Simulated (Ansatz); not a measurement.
I need a rigid torsion scan of CH8BPSi, SMILES BP[SiH2]C. Use Ansatz's Python interface. Use (for the species named): CAM-B3LYP, cc-pVDZ basis, multiplicity 1.

```tsv
atom	x (Å)	y (Å)	z (Å)
B	2.5044	0.4524	0.2256
P	0.8641	0.4523	1.2402
Si	-0.3097	-0.4860	-0.3771
C	-2.1262	-0.3778	0.0360
H	3.0821	-0.5604	0.0376
H	2.9169	1.4601	-0.2318
H	0.5025	1.8097	0.8702
H	-0.0570	0.2159	-1.6444
H	0.0795	-1.8976	-0.5097
H	-2.3199	-0.9076	0.9912
H	-2.7181	-0.8486	-0.7754
H	-2.4186	0.6875	0.1376
```

The script, `ch8bpsi_torsion.py`:
```python
# -*- coding: utf-8 -*-
'''Energy of CH8BPSi as one group turns about a bond.'''

import ansatz as az
from ase import Atoms

atoms = Atoms(['B', 'P', 'Si', 'C', 'H', 'H', 'H', 'H', 'H', 'H', 'H', 'H'], positions=[
    (2.5044, 0.4524, 0.2256),
    (0.8641, 0.4523, 1.2402),
    (-0.3097, -0.486, -0.3771),
    (-2.1262, -0.3778, 0.036),
    (3.0821, -0.5604, 0.0376),
    (2.9169, 1.4601, -0.2318),
    (0.5025, 1.8097, 0.8702),
    (-0.057, 0.2159, -1.6444),
    (0.0795, -1.8976, -0.5097),
    (-2.3199, -0.9076, 0.9912),
    (-2.7181, -0.8486, -0.7754),
    (-2.4186, 0.6875, 0.1376),
])

# relax first, so that the scan starts from a minimum
first = (
    az.Crystal.molecule_from_ase(atoms).calculation()
    .basis(gaussian='cc-pVDZ')
    .functional('CAM-B3LYP')
    .relax(force_tolerance=0.02, max_steps=80)
)
atoms.positions = first.run(threads=1).report['positions_ang']

start = atoms.get_dihedral(1, 2, 3, 9)
energies = {}
for turn in range(0, 121, 15):
    turned = atoms.copy()
    turned.set_dihedral(1, 2, 3, 9, start + turn, indices=[3, 9, 10, 11])
    job = az.Crystal.molecule_from_ase(turned).calculation().basis(gaussian='cc-pVDZ').functional('CAM-B3LYP')
    energies[round((start + turn) % 360)] = job.run(threads=1).report['free_energy_ev']
floor = min(energies.values())
print('dihedral P1-Si2-C3-H9 (deg)   E - E(min) (kcal/mol)')
for angle, e in sorted(energies.items()):
    print(f'{angle:8d} {23.060548 * (e - floor):14.3f}  ' + '#' * int(30 * (e - floor) / max(max(energies.values()) - floor, 1e-9)))
```

```console
$ python ch8bpsi_torsion.py
dihedral P1-Si2-C3-H9 (deg)   E - E(min) (kcal/mol)
       2          1.683  ##############################
      17          1.433  #########################
      32          0.837  ##############
      47          0.248  ####
      62          0.010
     302          0.000
     317          0.247  ####
     332          0.839  ##############
     347          1.435  #########################
```

The scan is rigid and the energies are electronic, in a modest basis. With rigid groups the curve can differ much from the relaxed path, the start wasn't checked as a minimum of this torsion, and equivalent turns needn't return to the same energy. Hardware and time: 2.8 min on 1 thread of Arm Neoverse V1 (shared host), peak memory 0.35 GiB.
